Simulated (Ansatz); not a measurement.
**C3H2ClF5: a ladder of functionals and wavefunction methods**

An exercise on one series of results from a longer session: the logs are not shown, and one member is left open.

The runs use Ansatz 0.2.0, Gaussian basis; functionals in def2-TZVPP, the program's frozen cores in correlated methods.

Levels to be run: LDA (SPW92), PBE-D4, revPBE-D4, BLYP-D4, r2SCAN-D4, B97M-V, PBE0-D4, B3LYP-D4, r2SCANh-D4, r2SCAN0-D4, HSE06-D4, BHLYP-D4, CAM-B3LYP-D4, LC-ωPBE, ωB97X-V, ωB97M-V, B2PLYP, PBE-QIDH; CCSD(T)/def2-SVP; CCSD(T)/def2-TZVPP.

## Structure used throughout

All runs share one geometry, relaxed beforehand with PBE0-D4 in a triple-zeta def2 set.

SMILES `FC(F)(F)CC(F)(F)Cl`, 11 atoms, charge 0, spin multiplicity 1.

Atoms are counted from 1 here; the program's logs count them from 0.

Bond lengths: F1–C2 1.333 Å, C2–F3 1.333 Å, C2–F4 1.341 Å, C2–C5 1.514 Å, C5–C6 1.515 Å, C5–H10 1.090 Å, C5–H11 1.092 Å, C6–F7 1.337 Å, C6–F8 1.345 Å, C6–Cl9 1.767 Å. Angles: F1–C2–F3 107.8°, F1–C2–F4 107.2°, F1–C2–C5 112.9°, F3–C2–F4 107.5°, F3–C2–C5 112.6°, F4–C2–C5 108.5°, C2–C5–C6 117.7°, C2–C5–H10 108.1°, C2–C5–H11 107.3°, C6–C5–H10 108.5°, C6–C5–H11 106.5°, H10–C5–H11 108.5°, C5–C6–F7 111.4°, C5–C6–F8 107.7°, C5–C6–Cl9 113.9°, F7–C6–F8 107.0°, F7–C6–Cl9 108.6°, F8–C6–Cl9 108.0°.

Set-up of the first run:

The input, in.yaml:

```yaml
crystal:
  periodic: [false, false, false]
  atoms:
    - {symbol: F, position_ang: [-1.965891, 0.535154, 0.327932]}
    - {symbol: C, position_ang: [-0.958790, -0.134012, 0.888383]}
    - {symbol: F, position_ang: [-0.446077, 0.632124, 1.850781]}
    - {symbol: F, position_ang: [-1.481211, -1.221434, 1.473099]}
    - {symbol: C, position_ang: [0.081970, -0.581144, -0.116021]}
    - {symbol: C, position_ang: [0.938073, 0.487286, -0.764463]}
    - {symbol: F, position_ang: [1.656039, 1.154907, 0.144725]}
    - {symbol: F, position_ang: [1.811353, -0.129145, -1.580296]}
    - {symbol: Cl, position_ang: [0.022568, 1.652971, -1.727213]}
    - {symbol: H, position_ang: [-0.425069, -1.142155, -0.900581]}
    - {symbol: H, position_ang: [0.767036, -1.254531, 0.403653]}
basis:
  gaussian: {orbitals: def2-TZVPP}
hamiltonian: {xc: lda}
output: {orbitals: {seedname: orbitals}}
```

On the command line:

```sh
ansatz run in.yaml --threads 2 --pin off --events-out ev --progress --plain --max-ram 32768MiB --backend cuda --devices 0, --max-vram 18GiB
```

Steps of the session up to this table: LDA; PBE-D4 (GGA); revPBE-D4 (GGA); BLYP-D4 (GGA); r2SCAN-D4 (meta-GGA); B97M-V (meta-GGA); PBE0-D4 (hybrid); B3LYP-D4 (hybrid); r2SCANh-D4 (hybrid); r2SCAN0-D4 (hybrid); HSE06-D4 (hybrid); BHLYP-D4 (hybrid); CAM-B3LYP-D4 (range-separated); LC-ωPBE (range-separated); ωB97X-V (range-separated); ωB97M-V (range-separated); B2PLYP (double hybrid); PBE-QIDH (double hybrid).

One table of the session follows, with a row left open; its other results are not shown here.

It belongs to the step «Orbital energies across the functionals». 

| functional | HOMO (eV) | gap (eV) |
| --- | --- | --- |
| LDA (SPW92) | -8.34 | 7.12 |
| PBE-D4 | -8.15 | 7.20 |
| revPBE-D4 | -8.07 | 7.23 |
| BLYP-D4 | -8.01 | 7.12 |
| r2SCAN-D4 | -8.54 | 7.84 |
| B97M-V | -8.66 | 8.07 |
| PBE0-D4 | -9.68 | 9.87 |
| B3LYP-D4 | ? | ? |
| r2SCANh-D4 | -9.10 | 8.81 |
| r2SCAN0-D4 | -9.94 | 10.27 |
| HSE06-D4 | -9.27 | 9.07 |
| BHLYP-D4 | -11.09 | 12.45 |
| CAM-B3LYP-D4 | -11.15 | 12.49 |
| LC-ωPBE | -12.60 | 15.28 |
| ωB97X-V | -12.19 | 14.76 |
| ωB97M-V | -12.02 | 14.44 |

Estimate the missing values for B3LYP-D4.

Worked estimate for «HOMO (eV)». Against the share of exact exchange, BLYP-D4 (0, -8.01), BHLYP-D4 (0.5, -11.09) give a slope of -6.16 per unit share; at 0.2 the line stands at -9.24.

The run gave: HOMO (eV): -9.41; gap (eV): 9.26. In «HOMO (eV)» the line misses by +0.17.
